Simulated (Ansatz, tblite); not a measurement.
# In5Sb5 wurtzite bond disc (In₅Sb₅H₁₈): spin states and exact exchange

Is the singlet the ground state of In5Sb5 wurtzite bond disc (In₅Sb₅H₁₈)? Other spin states are computed and compared level by level.

The runs use Ansatz 0.2.0, Gaussian basis; as each input shows.

The runs, in order: triplet, at the geometry of the singlet (GFN1-xTB, GFN2-xTB, PBE0-D4/def2-TZVP, PBE-D4/def2-TZVP); the singlet's energies come from earlier runs.

**1. The relaxed structure**

The singlet was relaxed beforehand with PBE-D4/def2-SVP.

28 atoms, charge 0, spin multiplicity 1.

Bond lengths: Sb1–In2 2.933 Å, Sb1–In6 2.902 Å, Sb1–H11 1.722 Å, Sb1–H12 1.720 Å, In2–Sb3 2.893 Å, In2–H13 1.739 Å, In2–H14 1.739 Å, Sb3–In4 2.893 Å, Sb3–In8 2.827 Å, Sb3–H15 1.724 Å, In4–Sb5 2.933 Å, In4–H16 1.739 Å, In4–H17 1.740 Å, Sb5–In10 2.902 Å, Sb5–H18 1.720 Å, Sb5–H19 1.722 Å, In6–Sb7 2.931 Å, In6–H20 1.737 Å and more. Angles: In2–Sb1–In6 135.9°, In2–Sb1–H11 105.6°, In2–Sb1–H12 106.3°, In6–Sb1–H11 103.8°, In6–Sb1–H12 103.5°, H11–Sb1–H12 94.3°, Sb1–In2–Sb3 100.9°, Sb1–In2–H13 104.3°, Sb1–In2–H14 104.0°, Sb3–In2–H13 107.3°, Sb3–In2–H14 107.3°, H13–In2–H14 129.5°, In2–Sb3–In4 114.7°, In2–Sb3–In8 116.4°, In2–Sb3–H15 103.7°, In4–Sb3–In8 116.5°, In4–Sb3–H15 103.7°, In8–Sb3–H15 98.3° and more.

In, Sb take a core potential in the def2 sets. No spin-orbit coupling is included.

**2. Triplet at the fixed geometry, GFN1-xTB**

Tight binding, by tblite at 300 K electronic temperature and without a spin-polarisation term:

```python
tblite.interface.Calculator('GFN1-xTB', numbers, positions, charge=0, uhf=2).singlepoint()
```

Energy -814.0888 eV; 0.092 s.

**3. Triplet at the fixed geometry, GFN2-xTB**

Tight binding, by tblite at 300 K electronic temperature and without a spin-polarisation term:

```python
tblite.interface.Calculator('GFN2-xTB', numbers, positions, charge=0, uhf=2).singlepoint()
```

Energy -711.0335 eV; 0.18 s.

**4. Triplet at the fixed geometry, PBE0-D4/def2-TZVP**

The input, in.yaml:

```yaml
crystal:
  periodic: [false, false, false]
  atoms:
    - {symbol: Sb, position_ang: [1.275168, -4.375339, -0.412726]}
    - {symbol: In, position_ang: [-1.379910, -3.614680, 0.574228]}
    - {symbol: Sb, position_ang: [-1.276340, -0.739758, 0.264952]}
    - {symbol: In, position_ang: [-3.820766, 0.602083, 0.573846]}
    - {symbol: Sb, position_ang: [-3.158754, 3.284792, -0.410674]}
    - {symbol: In, position_ang: [4.006261, -3.531921, 0.090644]}
    - {symbol: Sb, position_ang: [3.160465, -0.726507, 0.005972]}
    - {symbol: In, position_ang: [0.976874, 0.563712, 1.367227]}
    - {symbol: Sb, position_ang: [0.945326, 3.099789, 0.006043]}
    - {symbol: In, position_ang: [-1.065314, 5.231673, 0.090089]}
    - {symbol: H, position_ang: [1.344315, -6.091075, -0.279509]}
    - {symbol: H, position_ang: [1.168148, -4.383913, -2.129007]}
    - {symbol: H, position_ang: [-2.475982, -4.226483, -0.629752]}
    - {symbol: H, position_ang: [-1.306924, -3.954344, 2.278317]}
    - {symbol: H, position_ang: [-0.897674, -0.520965, -1.402762]}
    - {symbol: H, position_ang: [-4.898412, -0.043884, -0.628745]}
    - {symbol: H, position_ang: [-4.076385, 0.833971, 2.278769]}
    - {symbol: H, position_ang: [-3.229456, 3.202748, -2.126784]}
    - {symbol: H, position_ang: [-4.609452, 4.201526, -0.265390]}
    - {symbol: H, position_ang: [4.976891, -3.808850, -1.323241]}
    - {symbol: H, position_ang: [4.343421, -3.834903, 1.766831]}
    - {symbol: H, position_ang: [2.724013, -0.430110, -1.630617]}
    - {symbol: H, position_ang: [4.487224, 0.371427, -0.002011]}
    - {symbol: H, position_ang: [1.199441, 0.692273, 3.085871]}
    - {symbol: H, position_ang: [0.983621, 2.571612, -1.630154]}
    - {symbol: H, position_ang: [2.558707, 3.701731, -0.002889]}
    - {symbol: H, position_ang: [-1.156306, 5.679711, 1.765271]}
    - {symbol: H, position_ang: [-0.820801, 6.206984, -1.326398]}
basis:
  gaussian: {orbitals: def2-TZVP, fitting: {mean_field: def2-universal-jkfit}}
magnetization: {spin_polarized: true, initial_magnetization: 2}
hamiltonian: {xc: pbe0, dispersion: d4}
scf: {omitted_lower_state_checks: [starts]}
output: {orbitals: {seedname: orbitals}}
```

The run is started by

```bash
$ ansatz run in.yaml --threads 2 --pin off --events-out ev --progress --plain --max-ram 31744MiB --backend cuda --devices 0, --max-vram 18GiB
```

The log of the run:

```text
Functional definition: PBE0
  name "PBE0"
  cite "Adamo & Barone, J. Chem. Phys. 110, 6158 (1999) doi:10.1063/1.478522"
  cite "Perdew, Burke & Ernzerhof, Phys. Rev. Lett. 77, 3865 (1996) doi:10.1103/PhysRevLett.77.3865"
  parent pbe
  parameter a = 0.25
  parameter kappa = 0.804
  parameter beta = 0.06672455060314922
  exchange = (1 - a)*pbe_x(kappa = kappa, mu = beta*pi^2/3) + a*exact_x
  correlation = pbe_c(beta = beta)
these checks for a lower state are left out or cut short: starts
2504 factors; integrals over basis functions are off by at most 6.9e-1 eV
mean field evaluation 1: about -58847.6538 eV, gradient 2.1e1 eV
mean field evaluation 2: about -58845.1971 eV, gradient 2.7e1 eV
mean field evaluation 4: about -58850.2512 eV, gradient 4.1e0 eV
mean field evaluation 8: about -58850.3690 eV, gradient 3.1e-1 eV
mean field evaluation 16: about -58850.3809 eV, gradient 1.9e-2 eV
mean field evaluation 32: about -58850.3810 eV, gradient 6.0e-5 eV
mean field -58850.38096202 eV, -2162.7116101334 hartree, gradient 7.5e-6 eV, S^2 2.006507; 0 other end points of the search recorded, 0 dependent functions left out
reference -58850.38107661 eV, -2162.7116143445 hartree; 120, 118 occupied and 488, 490 virtual orbitals, 2504 factors
Total energy: -58851.64350649 eV, -2162.7580077868 hartree
Checks for a lower state left out: starts
```

Run time: 18 s. Hardware: 1 × H100 (card shared with other runs) with 2 threads of AMD EPYC 7R13, shared host; peak host memory 1.3 GiB.

From the report: HOMO -3.22 eV, LUMO -5.65 eV (over both spins; with the spin held, an empty level of the minority spin lies below the top filled one); ⟨S²⟩ 2.007 (pure: 2.00).

**5. Triplet at the fixed geometry, PBE-D4/def2-TZVP**

start.molden holds the orbitals of an earlier run on this state, given as this run's starting guess.

in.yaml: that of step 4 with these lines changed.

```diff
@@ -32,5 +32,5 @@
 basis:
-  gaussian: {orbitals: def2-TZVP, fitting: {mean_field: def2-universal-jkfit}}
+  gaussian: {orbitals: def2-TZVP, fitting: {mean_field: def2-universal-jkfit}, initial_orbitals: start.molden}
 magnetization: {spin_polarized: true, initial_magnetization: 2}
-hamiltonian: {xc: pbe0, dispersion: d4}
+hamiltonian: {xc: pbe, dispersion: d4}
 scf: {omitted_lower_state_checks: [starts]}
```

Same command.

The log of the run:

```text
Functional definition: PBE
  name "PBE"
  cite "Perdew, Burke & Ernzerhof, Phys. Rev. Lett. 77, 3865 (1996) doi:10.1103/PhysRevLett.77.3865"
  parent pbe
  parameter kappa = 0.804
  parameter beta = 0.06672455060314922
  exchange = pbe_x(kappa = kappa, mu = beta*pi^2/3)
  correlation = pbe_c(beta = beta)
these checks for a lower state are left out or cut short: starts
2504 factors; integrals over basis functions are off by at most 6.9e-1 eV
mean field evaluation 1: about -58848.2206 eV, gradient 9.6e0 eV
mean field evaluation 2: about -58848.6504 eV, gradient 5.3e-1 eV
mean field evaluation 4: about -58848.6728 eV, gradient 1.5e-1 eV
mean field evaluation 8: about -58848.6742 eV, gradient 1.1e-5 eV
mean field -58848.67416980 eV, -2162.6488866762 hartree, gradient 1.1e-5 eV, S^2 2.002694; 0 other end points of the search recorded, 0 dependent functions left out
reference -58848.67432123 eV, -2162.6488922411 hartree; 120, 118 occupied and 488, 490 virtual orbitals, 2504 factors
Total energy: -58850.06237142 eV, -2162.6999021448 hartree
Checks for a lower state left out: starts
```

Wall time 8 s (1 × H100 (card shared with other runs) with 2 threads of AMD EPYC 7R13, shared host); peak host memory 1.2 GiB.

Report: HOMO -2.86 eV, LUMO -5.86 eV (over both spins; with the spin held, an empty level of the minority spin lies below the top filled one); ⟨S²⟩ 2.003 (pure: 2.00).

**6. Triplet less singlet, vertical**

The singlet's energies are those of its earlier runs, whose logs aren't repeated here.

```
            level  triplet less singlet, vertical (eV)    time
         GFN1-xTB                               +2.661  0.17 s
         GFN2-xTB                               +2.934  0.26 s
 PBE-D4/def2-TZVP                               +3.084    14 s
PBE0-D4/def2-TZVP                               +3.591    23 s
```

Times add the two runs; a level without a time comes out of a correlated run. Tight binding without a spin term can't rank spin states.

**7. Results**

| quantity | value |
| --- | --- |
| triplet less singlet, vertical, functionals in def2-TZVP | +3.084 (PBE-D4) to +3.591 eV (PBE0-D4) |

What this shows: All functionals put the triplet above the singlet, over a spread of 0.507 eV. The checks for a lower triplet were left out, so another state of that spin may lie lower. These are electronic energies, without zero-point motion, entropy or surroundings.
